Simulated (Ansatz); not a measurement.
# CH₃Ga + H₂: a complex and its separated parts

Aim: how far the complex at one end of a reaction step lies below its separated, relaxed parts, level by level.

The runs use Ansatz 0.2.0, Gaussian basis; PBE0-D4/def2-TZVP structures, single points in def2-TZVPP, no counterpoise correction.

Levels: SPW92, PBE-D4, BLYP-D4, r2SCAN-D4, B97M-V, PBE0-D4, B3LYP-D4, r2SCAN0-D4, BHLYP-D4, CAM-B3LYP-D4, wB97X-V, wB97M-V, B2PLYP, PBE-QIDH, RPA on PBE, Hartree-Fock, MP2, CCSD, CCSD(T).

Cores are frozen in the correlated methods. Filled d shells of the heavier atoms are correlated. B3LYP uses VWN-RPA correlation. B2PLYP carries no dispersion term here.

95 further runs of the same task are left out: 1 that didn't finish, 94 set aside as unsound or not needed.

### 1 Starting geometry

The complex: 7 atoms, charge 0, spin multiplicity 1.

Atoms are counted from 1 here; the program's logs count them from 0.

Bond lengths: Ga1–C4 2.038 Å, H2–H3 0.748 Å, C4–H5 1.096 Å, C4–H6 1.096 Å, C4–H7 1.097 Å. Angles: Ga1–C4–H5 111.9°, Ga1–C4–H6 111.6°, Ga1–C4–H7 110.4°, H5–C4–H6 107.7°, H5–C4–H7 107.5°, H6–C4–H7 107.5°.

Coordinates:

```xyz
7

Ga   -1.73264    0.12321   -0.10829
H     0.61242   -1.62846   -1.43805
H     0.00453   -1.91188   -1.76833
C     0.02414    0.75749    0.70647
H     0.61266   -0.07487    1.10937
H     0.64618    1.27848   -0.03098
H    -0.16728    1.45612    1.52981
```

Its parts: CH₃Ga holds atoms 1, 4, 5, 6, 7; H₂ holds atoms 2, 3. Each part counts its atoms afresh in its own runs.

### 2 Relaxing CH₃Ga alone

relax-a/in.yaml

```yaml
crystal:
  periodic: [false, false, false]
  atoms:
    - {symbol: Ga, position_ang: [-1.732641, 0.123212, -0.108286]}
    - {symbol: C, position_ang: [0.024138, 0.757487, 0.706474]}
    - {symbol: H, position_ang: [0.612656, -0.074869, 1.109367]}
    - {symbol: H, position_ang: [0.646177, 1.278482, -0.030985]}
    - {symbol: H, position_ang: [-0.167283, 1.456124, 1.529815]}
basis:
  gaussian: {orbitals: def2-TZVP}
hamiltonian: {xc: pbe0, dispersion: d4}
relax: {f_tol: 0.005, max_steps: 200}
```

Launch:

```
> ansatz run in.yaml --threads 2 --pin off --events-out ev --progress --plain --max-ram 4352MiB
```

Further steps of the session: Relaxing H₂ alone; SPW92/def2-TZVPP; PBE-D4/def2-TZVPP; BLYP-D4/def2-TZVPP; r2SCAN-D4/def2-TZVPP; B97M-V/def2-TZVPP; PBE0-D4/def2-TZVPP; B3LYP-D4/def2-TZVPP; r2SCAN0-D4/def2-TZVPP; BHLYP-D4/def2-TZVPP; CAM-B3LYP-D4/def2-TZVPP; wB97X-V/def2-TZVPP; wB97M-V/def2-TZVPP; B2PLYP/def2-TZVPP; PBE-QIDH/def2-TZVPP; RPA on PBE/def2-TZVPP; CCSD(T)/def2-TZVPP; Vibrations of CH₃Ga; Vibrations of H₂.

**Question.** What will these runs give? Wanted: complex less parts, CCSD(T)/def2-TZVPP; with zero-point energy; largest T1 diagnostic.

As calculated:

| quantity | value |
| --- | --- |
| complex less parts, CCSD(T)/def2-TZVPP | -2.03 kJ/mol |
| with zero-point energy | +1.85 kJ/mol |
| largest T1 diagnostic | 0.013 |

In words: At CCSD(T) the complex lies 2.03 kJ/mol below its parts. The functionals run from r2SCAN-D4, off by -0.24 kJ/mol, to SPW92, off by -5.00 kJ/mol, against CCSD(T). Mean unsigned error by rung: LDA 5.00, GGA 1.72, meta-GGA 0.46, hybrid 1.17, range-separated hybrid 0.79, double hybrid 0.96 kJ/mol. PBE-D4 gives a relative energy 2.42 kJ/mol too low, an error of 119 % of the reference. No counterpoise was applied, and triple zeta lacks some correlation, so the CCSD(T) reference has a basis error of its own, and close matches with it are partly luck.
